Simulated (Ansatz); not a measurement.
# Li: the cost of one run

Program: Ansatz 0.2.0. Level of theory: DFT PBEsol, scalar-relativistic, plane waves, PAW. These are calculated values, not measurements.

2 further runs of the same task are left out: 2 set aside as unsound or not needed.

## Step 1: The starting structure

The structure is cubic, space group Im-3m (No. 229). The conventional cell has a = 3.431 Å, b = 3.431 Å, c = 3.431 Å, α = 90.00°, β = 90.00°, γ = 90.00°. Around Li (site symmetry m-3m) lie 8 Li at 2.97 Å.

Structure file:

```cif
data_structure
_symmetry_space_group_name_H-M 'Im-3m'
_symmetry_Int_Tables_number 229
_cell_length_a 3.4314
_cell_length_b 3.4314
_cell_length_c 3.4314
_cell_angle_alpha 90.000
_cell_angle_beta 90.000
_cell_angle_gamma 90.000
_cell_volume 40.40
loop_
_atom_site_label
_atom_site_type_symbol
_atom_site_symmetry_multiplicity
_atom_site_Wyckoff_symbol
_atom_site_fract_x
_atom_site_fract_y
_atom_site_fract_z
_atom_site_occupancy
Li1 Li 2 a 0.00000 0.00000 0.00000 1
```

The unstrained cell was computed beforehand with the same settings: E(σ→0) = -405.9963 eV for 2 atoms, gap none (metal).

## Step 2: Strain +1.0 %

File input.yaml:

```yaml
crystal:
  lattice:
    - [3.4314475492, 0.0, 0.0]
    - [0.0, 3.4314475492, 0.0]
    - [0.0343144755, 0.0, 3.4314475492]
  atoms:
    - { symbol: Li, position: [0.0, 0.0, 0.0] }
    - { symbol: Li, position: [0.5, 0.5, 0.5] }
basis:
  ecutwfc: 420
kpoints:
  mp_grid: { grid: [16, 16, 16] }
hamiltonian:
  xc: pbesol
scf:
  occupations: { method: gaussian, width: 0.1 }
output:
  forces: true
  stress: true
  eigenvalues: true
  write_density: true
  write_potential: true
  elf: true
  volumetric_format: npy
```

Command:

```bash
> ansatz run input.yaml --threads 1 --pin off --max-ram 2560MiB --backend cpu --events-out ev --progress --plain --runs-dir out
```

What time and memory should one allow on 1 thread of Arm Neoverse V1, shared host?

About 23 s, with a peak of 0.61 GiB.
